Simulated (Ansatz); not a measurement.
# Hf2Pd2Se2Br2O3 (P1) in Ansatz: a series of runs

The runs below take Hf2Pd2Se2Br2O3 through projected density of states, with PBE+U.

All numbers are computed with Ansatz 0.2.0; they aren't measurements. Logs are shortened: lines on timing, memory, paths and dates and some standing lists are left out, and cuts for length are marked.

### 1 The crystal as given

The typed cell holds 11 atoms: a = 5.761 Å, b = 5.870 Å, c = 6.872 Å, α = 96.27°, β = 102.51°, γ = 95.11°.

The cell was built by a generator and needn't be a form met in nature.

### 2 Projected density of states, PBE+U

The input, input.yaml:

```yaml
crystal:
  lattice:
    - [5.7607, 0.0, 0.0]
    - [-0.52247, 5.8472, 0.0]
    - [-1.48845, -0.88663, 6.65037]
  atoms:
    - { symbol: Hf, position: [0.7454, 0.39602, 0.34989] }
    - { symbol: Hf, position: [0.28763, 0.45322, 0.59401] }
    - { symbol: Pd, position: [0.90854, 0.13294, 0.84849] }
    - { symbol: Pd, position: [0.25249, 0.90323, 0.35874] }
    - { symbol: Se, position: [0.63469, 0.40355, 0.93716] }
    - { symbol: Se, position: [0.62597, 0.78174, 0.53023] }
    - { symbol: Br, position: [0.85273, 0.99089, 0.15355] }
    - { symbol: Br, position: [0.22526, 0.82084, 0.86223] }
    - { symbol: O, position: [0.9604, 0.28925, 0.59026] }
    - { symbol: O, position: [0.43233, 0.24524, 0.40864] }
    - { symbol: O, position: [0.07457, 0.58308, 0.36682] }
hamiltonian:
  xc: pbe
  pseudopotentials: { kind: paw }
  hubbard:
    sites:
      - { species: Hf, l: d, u_eff: 2.0 }
      - { species: Pd, l: d, u_eff: 2.0 }
kpoints:
  mp_grid: { grid: [5, 5, 4] }
scf:
  occupations: { method: fermi_dirac, width: 0.05 }
  n_extra_bands: 27
output:
  forces: true
  stress: true
  eigenvalues: true
  dos: { projected: true, de: 0.05, nscf_kmesh: { grid: [8, 8, 6] } }
  write_density: true
  write_potential: true
  elf: true
  volumetric_format: npy
```

Potentials or basis: Ansatz PAW.

Command:

```
ansatz run input.yaml --threads 8 --pin off --max-ram 20480MiB --backend cpu --events-out ev --progress --plain --runs-dir out
```

Standard output:

```text
Warning: RAYON_NUM_THREADS=8 ignored (pool sized by the plan → 8); use --threads N
Hf: projections on atomic orbitals take those of the free atom [Kr 4d10] 4f14 5s2 5p6 5d2 6s2, of charge +0.00 (hamiltonian.pseudopotentials.projection_atoms); the dataset's partial waves leave at most 4.9e-5 of an orbital's norm unspanned inside its sphere
Pd: projections on atomic orbitals take those of the free atom [Ar 3d10] 4s2 4p6 4d10, of charge +0.00 (hamiltonian.pseudopotentials.projection_atoms); the dataset's partial waves leave at most 1.0e-5 of an orbital's norm unspanned inside its sphere
Se: projections on atomic orbitals take those of the free atom [Ar] 3d10 4s2 4p4, of charge +0.00 (hamiltonian.pseudopotentials.projection_atoms); the dataset's partial waves leave at most 2.3e-6 of an orbital's norm unspanned inside its sphere
Br: projections on atomic orbitals take those of the free atom [Ar 3d10] 4s2 4p5, of charge +0.00 (hamiltonian.pseudopotentials.projection_atoms); the dataset's partial waves leave at most 2.8e-6 of an orbital's norm unspanned inside its sphere
O: projections on atomic orbitals take those of the free atom [He] 2s2 2p4, of charge +0.00 (hamiltonian.pseudopotentials.projection_atoms); the dataset's partial waves leave at most 1.9e-8 of an orbital's norm unspanned inside its sphere
scf.n_extra_bands = 27 over 76 filled bands (N_el = 152.0): the run solves 103 bands
Engine: ansatz 0.2.0, aarch64-unknown-linux-gnu
Pseudopotentials: kind: paw
Pseudopotential: Hf, paw, valence charge 26, recommended cutoff 420 eV (normal), Hf.paw.azcp
Pseudopotential: Pd, paw, valence charge 18, recommended cutoff 420 eV (normal), Pd.paw.azcp
Pseudopotential: Se, paw, valence charge 16, recommended cutoff 420 eV (normal), Se.paw.azcp
Pseudopotential: Br, paw, valence charge 7, recommended cutoff 420 eV (normal), Br.paw.azcp
Pseudopotential: O, paw, valence charge 6, recommended cutoff 420 eV (normal), O.paw.azcp
Functional definition: PBE
  parameter kappa = 0.804
  parameter beta = 0.06672455060314922
  exchange = pbe_x(kappa = kappa, mu = beta*pi^2/3)
  correlation = pbe_c(beta = beta)
Crystal: 11 atoms, lattice volume = 224.011 Å³
Basis set: ecut = 420 eV, 4395 PW (Γ), exchange–correlation on 80×80×96 points (8 copies of the dense FFT grid, shifted against one another)
Bands: 103, of which v1, the nominal top of the filled ones, is band 76 counted from 1 (75 counted from 0)
Symmetry: 1 space group operations
Space group: P1 (ITA 1), of the structure as read, at distance tolerance 6.1e-5 Å
k-points: 51 of 100 (time reversal used)
Non-local potential: Hf, projectors of the file, l = 0: 3, l = 1: 2, l = 2: 2, l = 3: 3
Non-local potential: Pd, projectors of the file, l = 0: 2, l = 1: 2, l = 2: 2, l = 3: 1
Non-local potential: Se, projectors of the file, l = 0: 2, l = 1: 2, l = 2: 3, l = 3: 1
Non-local potential: Br, projectors of the file, l = 0: 2, l = 1: 2, l = 2: 2
Non-local potential: O, projectors of the file, l = 0: 2, l = 1: 2, l = 2: 1
PAW form: soft (Blöchl's): semilocal exchange-correlation on the pseudo side does not see the compensation charge
PAW one-centre angular grid: Hf, 590 points (default); XC on 64 Gauss nodes
PAW one-centre angular grid: Pd, 590 points (default); XC on 64 Gauss nodes
PAW one-centre angular grid: Se, 590 points (default); XC on 64 Gauss nodes
[... 21 lines left out ...]
SCF iter  16: F=—  HF=-63598.516433 eV  |F-HF|=—  |Δ(HF+E_count)|=   5.14e-9  Δρ=9.28e-6  dr2=1.13e-7  ethr=5.31e-10  ⟨swp⟩=2.0  Hψ=8091  notcnv=0  defer=884
SCF iter  17: F=-63598.516433 eV  HF=-63598.516433 eV  |F-HF|=1.40e-8  |Δ(HF+E_count)|=  7.57e-10  Δρ=5.18e-6  dr2=3.65e-8  ethr=6.58e-11  ⟨swp⟩=17.2  Hψ=42549  notcnv=0
SCF 1 converged in 17 iterations: F = -63598.516433 eV  dr2 = 3.65e-8
NSCF: frozen V_eff on 196 k-points
SCF converged after 17 iterations
Free energy (F): -63598.516433 eV
Harris-Foulkes:  -63598.516433 eV  (|F-HF|=1.40e-8)
Internal energy: -63598.515432 eV  (E = F + TS)
E sigma→0 (E₀):  -63598.515933 eV
Entropy (-TS):   -0.001001 eV (-0.091 meV/atom)
Fermi energy:    9.544658 eV
--- Per-component energies (eV) ---
  E_band       = -1818.346098
  E_kinetic    = 2891.830725
  E_local      = -28153.055381  (includes V_loc(G=0)·N_el)
  E_nonlocal   = -2955.718783
  E_hartree    = 12774.262187
  E_xc         = -1890.687264
  E_vxc        = -1634.128332  (∫ρ·V_xc dr)
  E_hubbard    = 4.611825  (on-site DFT+U / exact-exchange correction)
  E_vhub       = -13.407627  (the Hubbard potential's part of the band-sum identity)
  E_paw        = -30145.760463  (= ΣΔE_a)
  E_vpaw       = 2497.601853  (= ΣTr[D̂ρ^β])
  E_aug_tail   = 0.006564  (compensation charges beyond the density's cutoff)
  E_ewald      = -16124.004841
  E_smearing   = -0.001001  (= −TS)
  E_closure    = 0.000000  (closes the sum)
  Σ components = -63598.516433   (vs F -63598.516433, Δ=0.00e0)
--- Forces (eV/Å), atoms counted from 1 ---
  atom   1  Hf    -0.04056654    -0.06825794    -0.11508510
  atom   2  Hf    -0.02293745    -0.03424346     0.13076787
  atom   3  Pd    -0.01686404    -0.01937890     0.10131675
  atom   4  Pd     0.00779690     0.02864435    -0.07526601
  atom   5  Se     0.06182221     0.03739045    -0.04869654
  atom   6  Se    -0.03183822     0.06551239     0.01076666
  atom   7  Br    -0.01300297    -0.03710912    -0.01694319
  atom   8  Br    -0.01212795     0.05672224     0.03568646
  atom   9  O      0.03834812     0.03086065    -0.02082583
  atom  10  O     -0.01058836    -0.02801911    -0.00708407
  atom  11  O      0.03998694    -0.03197290     0.00533484
  max |Σ_I F_I| component: 1.49e-4 eV/Å
--- Stress (GPa, compression-positive) ---
        1.005907      -0.079038      -0.013611
       -0.079041       1.003623       0.128154
       -0.013612       0.128154       1.160526
  P = ⅓ Tr σ = 1.0567 GPa (10.567 kbar)
--- Band table (eV; the first three rows and the last of 51) ---
  k-point 0: bands = ["-74.4000", "-74.1713", "-53.4273", "-53.2652", "-40.4672", "-40.4409", "-40.2408", "-40.1741", "-39.5353", "-39.3590", "-37.5029", "-37.4803", "-37.4531", "-37.3694", "-37.3651", "-37.3373", "-37.3149", "-37.2534", "-37.1504", "-37.1472", "-22.3124", "-22.1210", "-22.1197", "-22.0019", "-21.9800", "-21.8601", "-9.1643", "-8.6638", "-8.4068", "-6.3558", "-4.8735", "-3.3835", "-3.3504", "-3.3399", "-3.3325", "-3.3239", "-3.2926", "-3.2803", "-3.1906", "-3.1798", "-3.1699", "-3.1498", "-3.1411", "-3.1349", "-3.1205", "-2.7906", "-2.4495", "3.0919", "3.5777", "3.6539", "4.0875", "4.4844", "4.6341", "4.7015", "4.9247", "4.9302", "5.1027", "5.5445", "5.5749", "5.9301", "6.1527", "6.2406", "6.4995", "6.7509", "6.9551", "7.1404", "7.2057", "7.4249", "7.5886", "7.7632", "7.8097", "7.9107", "8.4120", "8.6627", "8.9055", "9.1867", "10.0031", "10.0822", "12.3829", "12.6240", "12.8763", "13.0535", "13.1877", "13.3195", "13.5750", "13.9805", "14.7483", "14.8609", "15.3609", "16.0238", "16.4173", "16.6042", "17.0757", "17.3985", "17.8519", "17.9583", "18.2771", "18.7053", "18.9493", "19.2857", "19.5713", "19.7552", "20.1023"]
  k-point 1: bands = ["-74.4000", "-74.1713", "-53.4273", "-53.2652", "-40.4672", "-40.4409", "-40.2408", "-40.1741", "-39.5353", "-39.3590", "-37.5029", "-37.4803", "-37.4531", "-37.3694", "-37.3651", "-37.3373", "-37.3149", "-37.2534", "-37.1504", "-37.1472", "-22.3122", "-22.1210", "-22.1198", "-22.0020", "-21.9800", "-21.8603", "-9.1599", "-8.6634", "-8.4066", "-6.3619", "-4.8747", "-3.3823", "-3.3504", "-3.3399", "-3.3326", "-3.3246", "-3.2925", "-3.2804", "-3.1909", "-3.1799", "-3.1700", "-3.1494", "-3.1410", "-3.1348", "-3.1208", "-2.7965", "-2.4541", "3.0469", "3.4373", "3.8823", "4.0124", "4.4851", "4.6474", "4.8319", "4.8988", "4.9763", "5.2008", "5.3764", "5.5881", "5.9030", "6.2655", "6.3850", "6.4577", "6.7050", "6.8205", "7.0659", "7.1665", "7.4493", "7.5640", "7.7511", "7.9090", "8.0844", "8.2594", "8.5669", "8.7671", "9.1745", "9.8332", "10.2884", "12.3999", "12.7757", "12.9990", "13.0708", "13.2501", "13.3708", "13.6546", "14.0787", "14.7036", "14.9495", "15.2676", "15.7417", "16.2645", "16.4184", "16.9957", "17.3265", "17.4699", "18.1400", "18.2812", "18.8041", "18.8658", "19.5375", "19.7453", "20.0004", "20.1746"]
  k-point 2: bands = ["-74.3999", "-74.1713", "-53.4273", "-53.2651", "-40.4672", "-40.4409", "-40.2408", "-40.1741", "-39.5353", "-39.3590", "-37.5029", "-37.4803", "-37.4531", "-37.3694", "-37.3651", "-37.3373", "-37.3149", "-37.2534", "-37.1504", "-37.1472", "-22.3120", "-22.1209", "-22.1198", "-22.0021", "-21.9801", "-21.8604", "-9.1554", "-8.6629", "-8.4063", "-6.3680", "-4.8760", "-3.3810", "-3.3504", "-3.3399", "-3.3328", "-3.3254", "-3.2924", "-3.2806", "-3.1913", "-3.1800", "-3.1700", "-3.1491", "-3.1409", "-3.1347", "-3.1210", "-2.8029", "-2.4583", "2.9900", "3.3879", "3.9087", "4.1791", "4.3856", "4.6436", "4.8637", "4.9234", "5.0804", "5.2613", "5.4005", "5.6273", "5.7704", "6.1635", "6.3995", "6.5339", "6.6264", "6.8288", "7.1387", "7.2104", "7.3453", "7.6594", "7.7047", "7.8651", "7.9613", "8.2809", "8.5986", "8.6879", "9.1313", "9.7409", "10.4052", "12.5438", "12.6107", "12.9868", "13.0930", "13.2946", "13.4559", "14.0261", "14.3642", "14.5405", "15.0902", "15.3100", "15.4611", "16.1095", "16.2755", "16.5756", "17.1089", "17.2202", "18.1813", "18.3942", "18.9879", "19.2695", "19.3716", "19.8469", "20.0415", "20.1864"]
  k-point 50: bands = ["-74.3999", "-74.1711", "-53.4267", "-53.2652", "-40.4672", "-40.4409", "-40.2408", "-40.1741", "-39.5353", "-39.3590", "-37.5029", "-37.4803", "-37.4531", "-37.3694", "-37.3651", "-37.3373", "-37.3149", "-37.2535", "-37.1504", "-37.1472", "-22.2867", "-22.1570", "-22.1119", "-22.0056", "-21.9476", "-21.8914", "-8.9791", "-8.7250", "-8.5250", "-6.3399", "-4.8738", "-3.3803", "-3.3508", "-3.3397", "-3.3322", "-3.3234", "-3.2957", "-3.2826", "-3.1900", "-3.1823", "-3.1712", "-3.1474", "-3.1400", "-3.1326", "-3.1230", "-2.8578", "-2.4776", "3.1372", "3.5642", "3.7250", "4.1738", "4.4513", "4.6017", "4.6556", "4.7806", "5.0879", "5.3418", "5.5520", "5.6746", "5.9809", "6.1227", "6.2977", "6.5042", "6.6719", "6.8719", "6.9926", "7.0901", "7.3219", "7.5005", "7.5597", "7.7714", "7.9125", "8.2530", "8.4497", "8.8682", "9.1035", "10.3425", "10.5850", "12.2209", "12.5698", "12.8437", "13.1351", "13.4151", "13.8200", "13.9128", "14.4862", "14.9709", "15.1438", "15.5689", "15.9377", "16.3605", "16.5148", "16.8582", "17.3423", "17.5090", "17.7072", "18.1169", "18.3663", "18.8148", "19.0363", "19.3298", "19.5848", "19.8351"]
Occupation matrices written to <dir>
```

It took 1.8 min on 8 threads of Arm Neoverse V2, shared host; peak memory 4.8 GiB.

What came out:

```yaml
Free_energy: -63598.5164 eV
Pressure: 1.1 GPa
Largest_force: 0.140 eV/Å
Band_gap_on_the_k_mesh: 0.45 eV, indirect (least direct gap 0.58 eV)
```

Forces in eV/Å, atoms in the order of the input:
```
Hf  -0.041 -0.068 -0.115
Hf  -0.023 -0.034  0.131
Pd  -0.017 -0.019  0.101
Pd   0.008  0.029 -0.075
Se   0.062  0.037 -0.049
Se  -0.032  0.066  0.011
Br  -0.013 -0.037 -0.017
Br  -0.012  0.057  0.036
O    0.038  0.031 -0.021
O   -0.011 -0.028 -0.007
O    0.040 -0.032  0.005
```

Levels at points of the mesh, in eV from the valence-band top:
| k point | band 74 | band 75 | band 76 | band 77 | band 78 | band 79 |
| --- | --- | --- | --- | --- | --- | --- |
| (0.00, 0.00, 0.00) | -0.63 | -0.39 | -0.11 | 0.71 | 0.79 | 3.09 |
| (0.00, 0.00, -0.50) | -0.70 | -0.61 | -0.16 | 0.45 | 1.11 | 3.25 |

States per cell in windows of 0.5 eV (zero at the valence-band top; states under -8 eV left out):
| from (eV) | total | Pd 4d | Hf 5d | O 2p | Br 4p | Se 4p | Hf 6s |
| --- | --- | --- | --- | --- | --- | --- | --- |
| -8.0 | 0.00 | 0.00 | 0.00 | 0.00 | 0.00 | 0.00 | 0.00 |
| -7.5 | 0.00 | 0.00 | 0.00 | 0.00 | 0.00 | 0.00 | 0.00 |
| -7.0 | 0.00 | 0.00 | 0.00 | 0.00 | 0.00 | 0.00 | 0.00 |
| -6.5 | 1.67 | 0.26 | 0.18 | 1.00 | 0.09 | 0.04 | 0.04 |
| -6.0 | 2.64 | 0.53 | 0.20 | 1.00 | 0.58 | 0.17 | 0.08 |
| -5.5 | 3.86 | 0.81 | 0.34 | 1.41 | 0.88 | 0.23 | 0.08 |
| -5.0 | 5.74 | 0.95 | 0.66 | 2.56 | 1.02 | 0.32 | 0.08 |
| -4.5 | 5.02 | 1.02 | 0.48 | 1.96 | 0.87 | 0.52 | 0.04 |
| -4.0 | 4.97 | 1.24 | 0.30 | 1.71 | 0.96 | 0.59 | 0.03 |
| -3.5 | 5.03 | 1.64 | 0.23 | 1.39 | 0.82 | 0.79 | 0.04 |
| -3.0 | 4.83 | 2.10 | 0.21 | 0.75 | 0.84 | 0.80 | 0.04 |
| -2.5 | 6.24 | 2.87 | 0.29 | 0.90 | 1.00 | 1.00 | 0.05 |
| -2.0 | 6.66 | 2.99 | 0.25 | 0.80 | 1.54 | 0.91 | 0.04 |
| -1.5 | 4.63 | 1.75 | 0.17 | 0.74 | 1.00 | 0.84 | 0.02 |
| -1.0 | 3.51 | 1.02 | 0.17 | 0.30 | 0.64 | 1.23 | 0.02 |
| -0.5 | 3.18 | 0.68 | 0.17 | 0.14 | 0.37 | 1.69 | 0.03 |
| 0.0 | 0.03 | 0.01 | 0.00 | 0.00 | 0.00 | 0.01 | 0.00 |
| 0.5 | 1.76 | 0.69 | 0.15 | 0.16 | 0.22 | 0.41 | 0.01 |
| 1.0 | 2.23 | 0.81 | 0.18 | 0.22 | 0.36 | 0.52 | 0.01 |
| 1.5 | 0.00 | 0.00 | 0.00 | 0.00 | 0.00 | 0.00 | 0.00 |
| 2.0 | 0.00 | 0.00 | 0.00 | 0.00 | 0.00 | 0.00 | 0.00 |
| 2.5 | 0.88 | 0.01 | 0.66 | 0.05 | 0.02 | 0.04 | 0.01 |
| 3.0 | 3.11 | 0.05 | 2.21 | 0.22 | 0.05 | 0.16 | 0.09 |
| 3.5 | 4.41 | 0.05 | 3.07 | 0.39 | 0.07 | 0.21 | 0.13 |
| 4.0 | 3.73 | 0.03 | 2.51 | 0.38 | 0.07 | 0.16 | 0.12 |
| 4.5 | 2.64 | 0.02 | 1.24 | 0.14 | 0.15 | 0.22 | 0.29 |
| 5.0 | 2.06 | 0.01 | 0.66 | 0.11 | 0.05 | 0.09 | 0.24 |
| 5.5 | 3.24 | 0.02 | 0.93 | 0.17 | 0.07 | 0.14 | 0.25 |
| 6.0 | 2.76 | 0.01 | 0.72 | 0.13 | 0.04 | 0.12 | 0.13 |
| 6.5 | 2.65 | 0.01 | 0.69 | 0.14 | 0.04 | 0.13 | 0.15 |
| 7.0 | 2.67 | 0.01 | 0.45 | 0.11 | 0.03 | 0.10 | 0.14 |
| 7.5 | 3.00 | 0.01 | 0.33 | 0.10 | 0.02 | 0.10 | 0.23 |

Eigenvalues of the final occupation matrices:
| site | spin | trace | eigenvalues |
| --- | --- | --- | --- |
| site 1 | 1 | 1.11 | 0.16 0.18 0.19 0.28 0.31 |
| site 2 | 1 | 1.14 | 0.17 0.18 0.20 0.29 0.30 |
| site 3 | 1 | 4.56 | 0.61 0.97 0.99 0.99 0.99 |
| site 4 | 1 | 4.51 | 0.56 0.98 0.99 0.99 0.99 |

Caveat: odd divisions of the mesh miss points on the zone boundary, where band edges often lie, so the gap on the mesh can be too wide; spin-orbit coupling is left out, which moves the levels of the heavy elements; the density of states is complete only up to the lowest level of the last band computed. A k mesh can miss the band edges.

### 3 Projected density of states, PBE+U

input.yaml: that of step 2 with these lines changed.

```diff
@@ -22,4 +22,4 @@
     sites:
-      - { species: Hf, l: d, u_eff: 2.0 }
-      - { species: Pd, l: d, u_eff: 2.0 }
+      - { species: Hf, l: d, u_eff: 4.0 }
+      - { species: Pd, l: d, u_eff: 4.0 }
 kpoints:
@@ -34,5 +34 @@
   dos: { projected: true, de: 0.05, nscf_kmesh: { grid: [8, 8, 6] } }
-  write_density: true
-  write_potential: true
-  elf: true
-  volumetric_format: npy
```

Potentials or basis: Ansatz PAW.

Command:

```
ansatz run input.yaml --threads 8 --pin off --max-ram 20480MiB --backend cpu --events-out ev --progress --plain --runs-dir out
```

Wall time 1.8 min (8 threads of Arm Neoverse V2, shared host); peak memory 4.4 GiB.

It converged, with:

```
Free energy            : -63594.0113 eV
Pressure               : 2.2 GPa
Largest force          : 0.297 eV/Å
Band gap on the k mesh : 0.57 eV, indirect (least direct gap 0.62 eV)
```

Forces on the atoms (eV/Å):
```
Hf  -0.090 -0.137 -0.248
Hf  -0.032 -0.063  0.284
Pd  -0.030 -0.039  0.162
Pd   0.022  0.059 -0.139
Se   0.125  0.077 -0.095
Se  -0.049  0.166  0.045
Br  -0.023 -0.089 -0.036
Br  -0.030  0.120  0.090
O    0.055  0.032 -0.014
O   -0.027 -0.082 -0.035
O    0.080 -0.044 -0.013
```

Stress tensor (GPa, compression positive):
```
 2.22 -0.18 -0.02
-0.18  2.04  0.23
-0.02  0.23  2.41
```

Levels at points of the mesh, in eV from the valence-band top:
| k point | band 73 | band 74 | band 75 | band 76 | band 77 | band 78 | band 79 | band 80 |
| --- | --- | --- | --- | --- | --- | --- | --- | --- |
| (0.00, 0.00, 0.00) | -0.90 | -0.60 | -0.48 | -0.04 | 0.83 | 0.91 | 3.39 | 3.48 |
| (0.00, 0.00, -0.50) | -1.09 | -0.86 | -0.73 | -0.11 | 0.57 | 1.22 | 3.63 | 3.71 |

States per cell in windows of 1 eV (zero at the valence-band top; states under -8 eV left out):
```tsv
from (eV)	total	Pd 4d	Hf 5d	O 2p	Br 4p	Se 4p	Hf 6s
-8.0	0.00	0.00	0.00	0.00	0.00	0.00	0.00
-7.0	1.07	0.21	0.10	0.60	0.06	0.03	0.03
-6.0	7.32	2.21	0.48	2.47	1.44	0.39	0.15
-5.0	10.83	3.12	0.94	3.96	1.63	0.81	0.12
-4.0	12.61	5.27	0.63	3.39	1.74	1.19	0.10
-3.0	10.35	4.08	0.58	2.00	1.80	1.54	0.10
-2.0	9.54	2.06	0.39	1.90	2.84	2.06	0.05
-1.0	6.06	0.95	0.31	0.41	1.10	3.03	0.05
0.0	1.28	0.43	0.09	0.09	0.17	0.40	0.01
1.0	2.94	1.09	0.20	0.31	0.44	0.71	0.01
2.0	0.00	0.00	0.00	0.00	0.00	0.00	0.00
3.0	4.95	0.06	3.42	0.32	0.08	0.22	0.21
4.0	9.09	0.06	5.95	0.68	0.24	0.45	0.41
5.0	5.03	0.02	1.70	0.29	0.12	0.23	0.51
6.0	5.50	0.02	1.56	0.28	0.08	0.24	0.27
7.0	5.78	0.02	0.96	0.24	0.06	0.22	0.35
```

Eigenvalues of the final occupation matrices:
```csv
site,spin,trace,eigenvalues
site 1,1,1.05,0.15 0.16 0.17 0.28 0.30
site 2,1,1.07,0.15 0.16 0.18 0.28 0.29
site 3,1,4.57,0.62 0.98 0.99 0.99 0.99
site 4,1,4.52,0.56 0.98 0.99 0.99 0.99
```

Caveat: odd divisions of the mesh miss points on the zone boundary, where band edges often lie, so the gap on the mesh can be too wide; spin-orbit coupling is left out, which moves the levels of the heavy elements; the density of states is complete only up to the lowest level of the last band computed.

[end of part 1 of 2]
